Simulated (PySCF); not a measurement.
# [Dy(N2)]3+: other functionals and bases at one geometry

One table from this session's results is given with a row withheld; the runs are named, their logs left out.

The runs use PySCF 2.14.0; several levels, as the steps say, no spin–orbit coupling.

3 further runs of the same task are left out: 2 for a known fault of the program, 1 that didn't finish.

## Starting geometry

3 atoms, charge 3, spin multiplicity 1.

Bond lengths: Dy1–N2 2.376 Å, N2–N3 1.124 Å. Angles: Dy1–N2–N3 180.0°.

As a file:

```
Dy    0.0000    0.0000   -0.4028
N     0.0000    0.0000    1.9731
N     0.0000    0.0000    3.0967
```

Formal oxidation states: Dy +3. Each metal's 9 4f electrons lie in its core potential, so multiplicities, spins and levels count the valence alone. An earlier session relaxed this geometry at PBE, Dy lcecp-1-SVP with ECP55, N def2-SVP (singlet, point group C∞v).

At PBE on the finer grid: E = -144.970837 Eh, HOMO -26.37 eV, LUMO -22.53 eV, Mulliken charge on Dy1 +2.63 e, largest force component 0.012 eV/Å. 

Levels to run: BP86; TPSSh; B3LYP; PBE0; PBE, TZVP. Hardware: 2 threads of Arm Neoverse V2, shared host.

The first run:

Input file run.py (the lines that set the calculation):

```python
mol = gto.M(atom='''
Dy     0.00000     0.00000    -0.40282
N      0.00000     0.00000     1.97307
N      0.00000     0.00000     3.09668''',
    basis={'Dy': 'lcecp-1-SVP', 'N': 'def2-SVP'},
    ecp={'Dy': 'lcecp-1-SVP'},
    charge=3, spin=0)
mf = dft.RKS(mol, xc='B88,P86')
mf.grids.atom_grid = (75, 302)  # f atoms: unpruned, at least (60, 302)
mf = mf.density_fit()  # fitting sets: Dy AutoAux, N def2-universal-JKFIT
mf.conv_tol = 1e-08; mf.max_cycle = 55
mf.kernel(dm0)  # dm0: the density of the relaxed state
```

Launch:

```sh
$ OMP_NUM_THREADS=2 python run.py
```

Among the steps run: BP86; TPSSh; B3LYP; PBE0; PBE, TZVP.

One of the session's tables, all rows but one given; the rest of the session is left out.

| level | HOMO (eV) | gap (eV) | charge on Dy1 (e) | dipole (D) | largest force component (eV/Å) |
| --- | --- | --- | --- | --- | --- |
| PBE (relaxed here) | -26.37 | 3.85 | 2.63 | 0.61 | 0.01 |
| BP86 | ? | ? | ? | ? | ? |
| TPSSh | -27.28 | 5.43 | 2.68 | 0.89 | 1.39 |
| B3LYP | -27.94 | 6.13 | 2.67 | 0.93 | 1.82 |
| PBE0 | -28.24 | 6.80 | 2.69 | 0.99 | 2.35 |
| PBE, TZVP | -26.43 | 3.90 | 2.71 | 0.51 | 1.09 |

**Question.** Estimate the row for BP86.

As computed: HOMO (eV): -26.49; gap (eV): 3.98; charge on Dy1 (e): 2.64; dipole (D): 0.64; largest force component (eV/Å): 0.11. In the column «HOMO (eV)» it lies between TPSSh (-27.28) and PBE, TZVP (-26.43).

The dipole of a charged species depends on the origin, so these sizes hold for this origin alone.

In one basis the HOMO–LUMO gap runs from 3.85 eV (PBE) to 6.80 eV (PBE0). The largest leftover force, 2.35 eV/Å with PBE0, stands at a geometry relaxed at another level. With 4f in the core, its levels are missing from HOMO and gap, and its count is fixed, so no charge can pass from the ligands into it. Total energies of different levels can't be compared.
